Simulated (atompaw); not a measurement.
# A PAW (atompaw) potential for Rh, from input to tests

Aim: build the potential from the settings below, then test how well it stands in for the atom: scattering, ghost states and the plane-wave cutoff that it needs.

Method: atompaw 4.2.0.5, PBEsol, non-relativistic.

## 1. Settings

The settings as typed:

- element: rhodium (Rh, Z = 45)
- type: PAW
- frozen core: [Ar] 3d10 4s2
- valence charge: 15
- reference configuration: 4p6 4d8 5s1 5p0
- partial waves: 5s (bound): rc 2.50 bohr; 5s channel at 0.15 Ry: rc 2.50 bohr; 4p (bound): rc 1.40 bohr; 5p (bound, empty): rc 2.50 bohr; 4d (bound): rc 2.30 bohr; 4d channel at 0.1 Ry: rc 2.50 bohr
- local potential: troulliermartins scheme with l = 3 at 0 Ry, radius 2.05 bohr
- core correction: smooth core density matched at 2.45 bohr
- augmentation charge: besselshape compensation charge, radius 1.95 bohr; PAW radius 2.50 bohr; waves and projectors: custom rrkj gramschmidtortho

## 2. Generation

Contents of Rh.input:

```
Rh 45
GGA-PBESOL loggrid 1500 logderivrange -6 5 276
5 5 4 0 0 0
5 0 1
5 1 0
4 2 8
0 0 0
c
c
c
c
v
c
c
v
v
c
v
2
2.50 1.95 2.05 2.45
y
0.15
n
n
y
0.1
n
custom rrkj gramschmidtortho besselshape
3 0 troulliermartins
2.50
2.50
1.40
2.50
2.30
2.50
PWSCFOUT
UPFDX 0.0125d0 UPFXMIN -7.d0 UPFZMESH 45.d0
END
```

Run with:

```console
$ atompaw < Rh.input > Rh.log
```

Before running it: what results should come out? Wanted: cutoffs for 10 and 1 mRy, occupied levels; bound ghosts; largest phase difference near zero energy, channels read; lowest eigenvalue of the overlap; share of valence orbitals outside the PAW sphere; UPF file.

The runs gave:

```
                                                quantity                              value
               cutoffs for 10 and 1 mRy, occupied levels                    40 Ry and 80 Ry
                                            bound ghosts    s at -103.12 eV, d at -10.37 eV
largest phase difference near zero energy, channels read                          2.996 rad
         lowest eigenvalue of the overlap (Bessel basis)                          0.212 (d)
        share of valence orbitals outside the PAW sphere  5s 74 %, 4p 0 %, 5p 93 %, 4d 11 %
                                                UPF file                            written
```

A bound ghost (s, d) makes it unfit for use: electrons can fall into a state that the atom doesn't have. By its cutoff, 40 Ry for the looser tolerance, it is of middling hardness. The slowest occupied level is 4p: taken alone it needs 45 Ry to come within 1 mRy, against 18 Ry for 4d. Of the channels read, d scatters worst near zero energy, by up to 3.00 rad. A step near π is an extra or missing state, not a misfit of shape. The pseudo curves have a pole with no partner nearby in the atom's: d at -0.75 Ry.
